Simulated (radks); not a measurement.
**Ir⁴⁺ in [Kr] 4d10 4f14 5s2 5p5.75 5d5 6d0.25: an all-electron calculation**

Aim: the levels, the sizes of the orbitals and the parts of the energy of the iridium ion Ir4+.

Method: scalar-relativistic Kohn-Sham, LDA (Slater exchange, Perdew-Zunger correlation), spin-polarised, spherical densities, point nucleus; open shells are filled with parallel spins first. Code: radks (a radial shooting solver on a logarithmic mesh, Libxc functionals) version 1.

**1. The system**

```
element       : iridium (Z = 77)
charge        : +4
electrons     : 73
configuration : [Kr] 4d10 4f14 5s2 5p5.75 5d5 6d0.25
```

**2. Self-consistent calculation**

The run's settings:

```text
Z 77
configuration [Kr] 4d10 4f14 5s2 5p5.75 5d5 6d0.25 6s0 6p0 5f0 7d0
relativity scalar-relativistic
functional lda,pz
spin polarised
nucleus point
c 137.035999084
```

Launch:

```
$ python run_ks.py task.json out
```

The same process makes all the runs of this session.

**Question.** What will this run give?

The runs gave:

```
                        quantity                   value
                    total energy     -17813.1604 hartree
exchange-correlation share of it                  1.88 %
                            −T/E                  1.1118
          highest occupied level       6d up, -21.730 eV
    most extended occupied level  6d up, <r> = 3.56 bohr
 radius at density 0.001 e/bohr³               3.43 bohr
    maxima of the radial density                       4
```

What this shows: 6 principal shells are occupied and 4 maxima appear in the radial density; where shells overlap, one shows as a shoulder or not at all. −T/E is 1.112: with relativity the kinetic term as defined here no longer equals −E. This is not the tabulated ground configuration, so its levels and sizes aren't those of the ground state, and no measured value stands beside it.
